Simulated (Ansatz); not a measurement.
**CH3BClFO (SMILES COB(F)Cl): CCSD(T)/cc-pVDZ**

What is the vertical ionisation energy of CH3BClFO at CCSD(T)/cc-pVDZ? 

The calculation is run with Ansatz 0.2.0.

134 further runs of the same task are left out: 134 set aside as unsound or not needed. Runs told in other sessions of the task aren't counted.

## 1. The structure to begin with

CH3BClFO: 8 atoms, total charge 0, spin state singlet. As SMILES, `COB(F)Cl`. The shape is that of a PBE0-D4/def2-TZVP optimisation. This is one conformer, not always the lowest.

Bond lengths: C1–O2 1.414 Å, O2–B3 1.333 Å, B3–F4 1.320 Å, B3–Cl5 1.765 Å, C1–H6 1.091 Å, C1–H7 1.090 Å, C1–H8 1.091 Å. Angles: C1–O2–B3 126.0°, O2–B3–F4 118.3°, O2–B3–Cl5 124.1°, F4–B3–Cl5 117.7°, O2–C1–H6 108.6°, O2–C1–H7 108.2°, O2–C1–H8 111.7°, H6–C1–H7 109.1°, H6–C1–H8 109.5°, H7–C1–H8 109.7°.

## 2. The energy at CCSD(T)/cc-pVDZ

job.yaml

```yaml
crystal:
  periodic: [false, false, false]
  atoms:
    - {symbol: C, position_ang: [0.662000, -0.415400, 0.804600]}
    - {symbol: O, position_ang: [-0.122300, -0.654500, -0.347500]}
    - {symbol: B, position_ang: [-0.782400, 0.264900, -1.051400]}
    - {symbol: F, position_ang: [-1.466600, -0.129900, -2.108800]}
    - {symbol: Cl, position_ang: [-0.801800, 1.985600, -0.658500]}
    - {symbol: H, position_ang: [1.700600, -0.658800, 0.576000]}
    - {symbol: H, position_ang: [0.308900, -1.072800, 1.599700]}
    - {symbol: H, position_ang: [0.593700, 0.623700, 1.130000]}
basis:
  gaussian: {orbitals: cc-pVDZ}
correlation: {method: ccsd_t, frozen_orbitals: {B: 1, C: 1, Cl: 5, F: 1, H: 0, O: 1}}
accuracy: high
scf: {omitted_lower_state_checks: [cluster_reference, increment]}
```

Started as:

```console
$ ansatz run job.yaml --threads 1 --pin off --max-ram 3480MiB --events-out events.jsonl --progress --plain --runs-dir runs
```

Output (excerpt; [...] marks lines left out):

```text
Warning: RAYON_NUM_THREADS=1 ignored (pool sized by the plan → 1); use --threads N
Functional definition: HF
  name "HF"
[...]
2055 factors; integrals over basis functions are off by at most 3.5e-9 eV
[...]
mean field -19000.89114428 eV, -698.2698702857 hartree, gradient 1.1e-8 eV, S^2 0.000000; 0 other end points of the search recorded, 0 dependent functions left out
9 core orbitals not correlated: weight in the atoms' cores, before any rotation towards them, 1.000 or more for the frozen orbitals, at most 0.000 for the correlated occupied ones
reference -19000.89114428 eV, -698.2698702857 hartree; 15, 15 occupied and 65, 65 virtual orbitals, 2055 factors
second order -19.72799265 eV of doubles, -0.00000000 eV of singles
cycle   1  -20.12497272 eV  change   -4.0e-1 eV  update   9.7e-2
[...]
cycle  19  -20.66036308 eV  change   8.3e-10 eV  update   2.4e-9
perturbative correction -0.48804644 eV, -0.0179353760 hartree
Total energy: -19022.03955381 eV, -699.0470600008 hartree
Checks for a lower state left out: cluster_reference, increment
```

Run time: 20 s. Hardware: 1 thread of Arm Neoverse V2, shared host; peak memory 0.55 GiB.

## 3. The doublet cation, same level

run.yaml

```yaml
crystal:
  periodic: [false, false, false]
  atoms:
    - {symbol: C, position_ang: [0.662000, -0.415400, 0.804600]}
    - {symbol: O, position_ang: [-0.122300, -0.654500, -0.347500]}
    - {symbol: B, position_ang: [-0.782400, 0.264900, -1.051400]}
    - {symbol: F, position_ang: [-1.466600, -0.129900, -2.108800]}
    - {symbol: Cl, position_ang: [-0.801800, 1.985600, -0.658500]}
    - {symbol: H, position_ang: [1.700600, -0.658800, 0.576000]}
    - {symbol: H, position_ang: [0.308900, -1.072800, 1.599700]}
    - {symbol: H, position_ang: [0.593700, 0.623700, 1.130000]}
basis:
  gaussian:
    orbitals: cc-pVDZ
correlation:
  method: ccsd_t
  frozen_orbitals: {B: 1, C: 1, Cl: 5, F: 1, H: 0, O: 1}
accuracy: high
total_charge: 1
scf:
  omitted_lower_state_checks: [cluster_reference, increment]
magnetization:
  spin_polarized: true
  initial_magnetization: 1
```

Started as:

```console
$ ansatz run run.yaml --threads 1 --pin off --max-ram 3480MiB --events-out events.jsonl --progress --plain --runs-dir runs
```

Output (excerpt; [...] marks lines left out):

```text
Warning: RAYON_NUM_THREADS=1 ignored (pool sized by the plan → 1); use --threads N
[... 2 set-up lines as earlier in the session ...]
[...]
2054 factors; integrals over basis functions are off by at most 3.5e-9 eV
[...]
mean field -18989.75871090 eV, -697.8607609050 hartree, gradient 2.8e-8 eV, S^2 0.763356; 13 other end points of the search recorded, 0 dependent functions left out
9 core orbitals not correlated: weight in the atoms' cores, before any rotation towards them, 1.000 or more for the frozen orbitals, at most 0.000 for the correlated occupied ones
reference -18989.75871090 eV, -697.8607609050 hartree; 15, 14 occupied and 65, 66 virtual orbitals, 2054 factors
second order -18.64510935 eV of doubles, -0.00000000 eV of singles
cycle   1  -19.22316316 eV  change   -5.8e-1 eV  update   1.3e-1
[...]
cycle  46  -20.04668861 eV  change  -4.1e-10 eV  update   3.2e-9
perturbative correction -0.57175662 eV, -0.0210116681 hartree
Total energy: -19010.37715613 eV, -698.6184747915 hartree
Checks for a lower state left out: cluster_reference, increment
```

Wall time 2.1 min (1 thread of Arm Neoverse V2, shared host); peak memory 1.1 GiB.

## 4. Outcome

At CCSD(T)/cc-pVDZ, 9 core orbitals frozen:

```
                                                     quantity          value
                               singlet CH3BClFO: total energy  -699.04706 Eh
singlet CH3BClFO: correlation energy (9 core orbitals frozen)     -777.2 mEh
                             singlet CH3BClFO: (T) correction     -17.94 mEh
                              singlet CH3BClFO: T1 diagnostic          0.012
                                 doublet cation: total energy  -698.61847 Eh
  doublet cation: correlation energy (9 core orbitals frozen)     -757.7 mEh
                               doublet cation: (T) correction     -21.01 mEh
            doublet cation: ⟨S²⟩ of the reference determinant          0.763
                                doublet cation: T1 diagnostic          0.050
           vertical ionisation energy (to the doublet cation)      11.662 eV
```

Removing an electron at fixed nuclei costs 11.66 eV (269 kcal/mol). The triples (singlet CH3BClFO) make up 2.3 % of the correlation energy. The T1 diagnostic (doublet cation) of 0.050 is above the customary mark for such species, so a single reference may not serve. The triples (doublet cation) make up 2.8 % of the correlation energy.
